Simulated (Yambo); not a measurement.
Input of a Yambo 5.3.0 run:

File optics4.in:

```
optics
chi
Chimod= "HARTREE"
% BndsRnXd
 1 | 27 |
%
NGsBlkXd= 4 Ry
% LongDrXd
 0 | 1 | 0 |
%
% QpntsRXd
 1 | 1 |
%
% EnRngeXd
 0 | 30 | eV
%
% DmRngeXd
 0.1 | 0.1 | eV
%
ETStpsXd= 150
```

The input scf.in:

```
&CONTROL
  calculation = 'scf'
  prefix = 'pwscf'
  outdir = './tmp'
  pseudo_dir = './pseudo'
/
&SYSTEM
  ibrav = 0
  nat = 2
  ntyp = 2
  ecutwfc = 98
  nbnd = 22
  occupations = 'smearing'
  smearing = 'fd'
  degauss = 0.00367493
  nspin = 2
  starting_magnetization(1) = 0.0556
  starting_magnetization(2) = 0
  force_symmorphic = .true.
/
&ELECTRONS
  conv_thr = 4d-10
  electron_maxstep = 120
  mixing_beta = 0.3
/
ATOMIC_SPECIES
Ni    58.6934 Ni.upf
O     15.9990 O.upf
CELL_PARAMETERS angstrom
   0.0000000000    2.0859016414    2.0859016414
   2.0859016414    0.0000000000    2.0859016414
   2.0859016414    2.0859016414    0.0000000000
ATOMIC_POSITIONS crystal
Ni     0.0000000000    0.0000000000    0.0000000000
O      0.5000000000    0.5000000000    0.5000000000
K_POINTS automatic
16 16 16 0 0 0
```

The input nscf.in:

```
&CONTROL
  calculation = 'nscf'
  prefix = 'pwscf'
  outdir = './tmp'
  pseudo_dir = './pseudo'
/
&SYSTEM
  ibrav = 0
  nat = 2
  ntyp = 2
  ecutwfc = 98
  nbnd = 37
  occupations = 'smearing'
  smearing = 'fd'
  degauss = 0.00367493
  nspin = 2
  starting_magnetization(1) = 0.0556
  starting_magnetization(2) = 0
  force_symmorphic = .true.
/
&ELECTRONS
  conv_thr = 1d-08
  diago_full_acc = .true.
  diago_thr_init = 1d-06
/
ATOMIC_SPECIES
Ni    58.6934 Ni.upf
O     15.9990 O.upf
CELL_PARAMETERS angstrom
   0.0000000000    2.0859016414    2.0859016414
   2.0859016414    0.0000000000    2.0859016414
   2.0859016414    2.0859016414    0.0000000000
ATOMIC_POSITIONS crystal
Ni     0.0000000000    0.0000000000    0.0000000000
O      0.5000000000    0.5000000000    0.5000000000
K_POINTS automatic
16 16 16 0 0 0
```

Potentials or basis: PseudoDojo 0.4.1 SR PBE standard.

Command:

```bash
$ OMP_NUM_THREADS=1 pw.x -in scf.in > scf.out
$ OMP_NUM_THREADS=1 pw.x -in nscf.in > nscf.out
$ cd tmp/pwscf.save; p2y; mv SAVE ../..; cd ../..
$ OMP_NUM_THREADS=1 yambo
$ OMP_NUM_THREADS=1 yambo -F optics4.in -J optics4 -C optics4_out
```

(1) Estimate the peak of the energy-loss function.

(2) Estimate the net moment.

(3) Predict the band gap on the k mesh, mean-field level.

## Answers

(1) 23.6 eV.

(2) 0.00 μB per cell.

(3) none (metal or under the smearing width).

Caveat: the intraband (Drude) term of the metal is left out; the ground state has no gap, which makes the many-body step unreliable; these spectra lack excitons; semilocal functionals often make such compounds metallic where correlation or magnetic order opens a gap, which also shifts bond lengths.

**Experimental background.**

“Local correlations, non-local screening, multiplets, and band formation in NiO”, 2012, arxiv:1210.6675 quotes, for a bulk crystal of NiO: band gap 4.3 eV.

A measured gap of NiO is 4.3 eV (quoted in “Local correlations, non-local screening, multiplets, and band formation in NiO”, 2012, arxiv:1210.6675); the calculated 0.00 eV misses it by -4.30 eV. So large a miss can be the level of theory's own, or it may mean another phase, state or a wrong row. The value is that of PBE on a finite k mesh, which can miss the band edges, without temperature or zero-point motion. Semilocal functionals fall short of measured gaps as a rule.
